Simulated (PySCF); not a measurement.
# Y(NH2)3: other functionals and bases at one geometry

The task here is to estimate one member of a computed series from the others.

The runs use PySCF 2.14.0; several levels, as the steps say, no spin–orbit coupling.

1 further run of the same task is left out (for a known fault of the program).

### The starting structure

10 atoms, charge 0, spin multiplicity 1.

Bond lengths: Y1–N2 2.152 Å, Y1–N5 2.151 Å, Y1–N8 2.152 Å, N2–H3 1.020 Å, N2–H4 1.021 Å, N5–H6 1.021 Å, N5–H7 1.020 Å, N8–H9 1.021 Å, N8–H10 1.020 Å. Angles: N2–Y1–N5 119.9°, N2–Y1–N8 120.5°, N5–Y1–N8 119.6°, Y1–N2–H3 127.7°, Y1–N2–H4 127.1°, H3–N2–H4 105.2°, Y1–N5–H6 127.7°, Y1–N5–H7 127.1°, H6–N5–H7 105.3°, Y1–N8–H9 126.6°, Y1–N8–H10 128.2°, H9–N8–H10 105.3°.

As a file:

| atom | x (Å) | y (Å) | z (Å) |
| --- | --- | --- | --- |
| Y1 | 0.0040 | -0.0065 | -0.0110 |
| N2 | 2.1460 | -0.0059 | -0.2219 |
| H3 | 2.7723 | -0.8113 | -0.2314 |
| H4 | 2.7538 | 0.8072 | -0.3287 |
| N5 | -1.0737 | 1.8549 | -0.0111 |
| H6 | -2.0800 | 1.9933 | 0.0890 |
| H7 | -0.6808 | 2.7928 | -0.0965 |
| N8 | -1.0695 | -1.8563 | 0.2244 |
| H9 | -2.0788 | -1.9641 | 0.3309 |
| H10 | -0.6933 | -2.8041 | 0.2563 |

Formal oxidation states: Y +3. An earlier session relaxed this geometry at PBE0, Y def2-SVP with ECP28, N def2-SVP, H def2-SVP (singlet, point group C2v).

At PBE0 on the finer grid: E = -205.951546 Eh, HOMO -6.07 eV, LUMO -1.01 eV, Mulliken charge on Y1 +0.83 e, largest force component 0.015 eV/Å. 

Levels to run: revPBE; CAM-B3LYP; PBE0, TZVP. Hardware: 2 threads of Arm Neoverse V1, shared host.

Set-up of the first run:

run.py (the lines that set the calculation)

```python
mol = gto.M(atom='''
Y      0.00403    -0.00647    -0.01098
N      2.14600    -0.00593    -0.22188
H      2.77232    -0.81129    -0.23144
H      2.75378     0.80720    -0.32869
N     -1.07367     1.85485    -0.01106
H     -2.08003     1.99330     0.08903
H     -0.68085     2.79281    -0.09655
N     -1.06949    -1.85627     0.22440
H     -2.07878    -1.96406     0.33087
H     -0.69333    -2.80414     0.25628''',
    basis={'Y': 'def2-SVP', 'N': 'def2-SVP', 'H': 'def2-SVP'},
    ecp={'Y': 'def2-SVP'},
    charge=0, spin=0)
mf = dft.RKS(mol, xc='PBE_R,PBE')
mf.grids.atom_grid = (75, 302)
mf = mf.density_fit()  # fitting sets: Y def2-universal-JKFIT, N def2-universal-JKFIT, H def2-universal-JKFIT
mf.conv_tol = 1e-08; mf.max_cycle = 55
mf.kernel(dm0)  # dm0: the density of the relaxed state
```

Launch:

```bash
> OMP_NUM_THREADS=2 python run.py
```

Among the steps run: revPBE; CAM-B3LYP; PBE0, TZVP.

One of the session's tables, all rows but one given; the rest of the session is left out.

| level | HOMO (eV) | gap (eV) | charge on Y1 (e) | largest force component (eV/Å) |
| --- | --- | --- | --- | --- |
| PBE0 (relaxed here) | -6.07 | 5.05 | 0.83 | 0.01 |
| revPBE | ? | ? | ? | ? |
| CAM-B3LYP | -7.47 | 7.13 | 0.81 | 0.06 |
| PBE0, TZVP | -6.29 | 5.17 | 1.39 | 0.43 |

Q: Estimate the row for revPBE from the others.

**Answer.** HOMO (eV): -4.69; gap (eV): 3.11; charge on Y1 (e): 0.67; largest force component (eV/Å): 0.42. In the column «HOMO (eV)» it is the highest.

In one basis the HOMO–LUMO gap runs from 3.11 eV (revPBE) to 7.13 eV (CAM-B3LYP). The largest leftover force, 0.43 eV/Å with PBE0, TZVP, stands at a geometry relaxed at another level. Total energies of different levels can't be compared.
